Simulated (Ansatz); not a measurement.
# ZrBr2Cl2: how energies converge with the basis set

The task here is to estimate one member of a computed series from the others.

Method: one geometry, several basis sets; program: Ansatz 0.2.0, Gaussian basis.

The runs, in order: PBE0-D4/def2-SVP; ωB97M-V/def2-SVP; PBE0-D4/def2-QZVPP; ωB97M-V/def2-QZVPP; the functionals' def2-TZVPP values are taken from earlier runs.

## The relaxed structure

All runs share one geometry, relaxed beforehand with PBE0-D4 in a triple-zeta def2 set. Zr takes the def2 core potential; no spin-orbit term is included.

SMILES `[Cl][Zr]([Cl])([Br])[Br]`, 5 atoms, charge 0, spin multiplicity 1.

Atoms are counted from 1 here; the program's logs count them from 0.

Bond lengths: Cl1–Zr2 2.313 Å, Zr2–Cl3 2.313 Å, Zr2–Br4 2.470 Å, Zr2–Br5 2.470 Å. Angles: Cl1–Zr2–Cl3 109.4°, Cl1–Zr2–Br4 109.5°, Cl1–Zr2–Br5 109.5°, Cl3–Zr2–Br4 109.5°, Cl3–Zr2–Br5 109.5°, Br4–Zr2–Br5 109.6°.

Set-up of the first run:

File in.yaml:

```yaml
crystal:
  periodic: [false, false, false]
  atoms:
    - {symbol: Cl, position_ang: [-0.596168, -0.328387, 2.222866]}
    - {symbol: Zr, position_ang: [0.027254, -0.033849, 0.015134]}
    - {symbol: Cl, position_ang: [1.977812, -1.207596, -0.393680]}
    - {symbol: Br, position_ang: [-1.763622, -0.871668, -1.465085]}
    - {symbol: Br, position_ang: [0.404624, 2.367800, -0.420635]}
basis:
  gaussian: {orbitals: def2-SVP}
hamiltonian: {xc: pbe0, dispersion: d4}
output: {orbitals: {seedname: orbitals}}
```

Launch:

```console
ansatz run in.yaml --threads 4 --pin off --events-out ev --progress --plain --max-ram 11315MiB
```

Among the steps run: PBE0-D4 in def2-SVP; ωB97M-V in def2-SVP; PBE0-D4 in def2-QZVPP; ωB97M-V in def2-QZVPP.

One of the session's tables, all rows but one given; the rest of the session is left out.

It belongs to the step «Functionals by basis». 

```
functional       basis  HOMO (eV)  LUMO (eV)
   PBE0-D4    def2-SVP      -9.02      -2.75
   PBE0-D4  def2-TZVPP      -9.02      -2.76
   PBE0-D4  def2-QZVPP      -9.01      -2.75
   ωB97M-V    def2-SVP          ?          ?
   ωB97M-V  def2-TZVPP     -11.15      -0.73
   ωB97M-V  def2-QZVPP     -11.15      -0.73
```

Estimate the missing values for ωB97M-V, def2-SVP.

**Answer.** HOMO (eV): -11.11; LUMO (eV): -0.67. In the column «HOMO (eV)» it lies between ωB97M-V, def2-QZVPP (-11.15) and PBE0-D4, def2-SVP (-9.02).
